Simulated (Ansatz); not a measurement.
A first try at a ladder of basis sets of FTe, using the Python package of Ansatz (0.2.0).

`basis_fte.py`
```python
# -*- coding: utf-8 -*-
'''Basis-set convergence for FTe.'''

import ansatz

FUNCTIONAL = 'b3lyp'

GEOMETRY = '''
Te    0.00000    0.00000    0.00000
F     0.00000    0.00000    1.93500
'''


def main():
    fte = ansatz.Crystal.molecule()
    for line in GEOMETRY.strip().splitlines():
        symbol, *xyz = line.split()
        fte = fte.atom(symbol, [float(v) for v in xyz])

    job = fte.calculation().functional(FUNCTIONAL)

    energies = {}
    for basis in ['def2-SVP', 'def2-SVPD', 'def2-TZVP', 'def2-TZVPP']:
        summary = job.basis(gaussian=basis).run().report
        size = summary['n_frozen'] + summary['n_occupied'][0] + summary['n_virtual'][0]
        energies[basis] = (summary['reference_energy_ev'] / 27.211386246, summary['free_energy_ev'] / 27.211386246)
        print(f'{basis:14s} {size:4d} orbitals  reference {energies[basis][0]:14.6f} Ha  total {energies[basis][1]:14.6f} Ha')

    last = energies['def2-TZVPP'][1]
    for basis, (_, total) in energies.items():
        print(f'{basis:14s} lies {27.211386 * (total - last):9.4f} eV above def2-TZVPP')


if __name__ == '__main__':
    main()
```

Running `python basis_fte.py` prints:
```text
def2-SVP         40 orbitals  reference    -367.827288 Ha  total    -367.827288 Ha
def2-SVPD        58 orbitals  reference    -367.846387 Ha  total    -367.846387 Ha
def2-TZVP        81 orbitals  reference    -367.975172 Ha  total    -367.975172 Ha
def2-TZVPP       81 orbitals  reference    -367.975172 Ha  total    -367.975172 Ha
def2-SVP       lies    4.0241 eV above def2-TZVPP
def2-SVPD      lies    3.5044 eV above def2-TZVPP
def2-TZVP      lies    0.0000 eV above def2-TZVPP
def2-TZVPP     lies    0.0000 eV above def2-TZVPP
```

The script ran to its end, but the result can't be trusted. Why?

The fault: an open-shell molecule is run without spin. Mended:

```diff
--- before
+++ after
@@ -19,3 +19,7 @@
 
-    job = fte.calculation().functional(FUNCTIONAL)
+    job = (
+        fte.calculation()
+        .functional(FUNCTIONAL)
+        .spin('collinear', total=1)
+    )
```

After the fix:

Running `python basis_fte.py` prints:
```text
def2-SVP         40 orbitals  reference    -367.827933 Ha  total    -367.827933 Ha
def2-SVPD        58 orbitals  reference    -367.847065 Ha  total    -367.847065 Ha
def2-TZVP        81 orbitals  reference    -367.976088 Ha  total    -367.976088 Ha
def2-TZVPP       81 orbitals  reference    -367.976088 Ha  total    -367.976088 Ha
def2-SVP       lies    4.0315 eV above def2-TZVPP
def2-SVPD      lies    3.5109 eV above def2-TZVPP
def2-TZVP      lies    0.0000 eV above def2-TZVPP
def2-TZVPP     lies    0.0000 eV above def2-TZVPP
```

The drop along the ladder measures the basis error, and is no property of the molecule. The geometry is a force-field or estimated start, not a minimum of this method, and the last set is no limit. Much of the fall in a total is atomic energy, which cancels in bond and reaction energies. def2 sets replace the cores of elements past krypton by effective core potentials. The species is open-shell (spin multiplicity 2). b3lyp holds the VWN-RPA fit, as in Gaussian; the form of ORCA and Turbomole is b3lyp5. The spin state was assumed, and another may lie lower. Wall time of the script: 5.8 s on 1 thread of Intel(R) Xeon(R) 6975P-C (Granite Rapids), on a shared host, peak memory 0.22 GiB.

(A comment or docstring line of the script was reworded after the run, the code is as it ran; lines on the test bed's own set-up are left out of the output.)
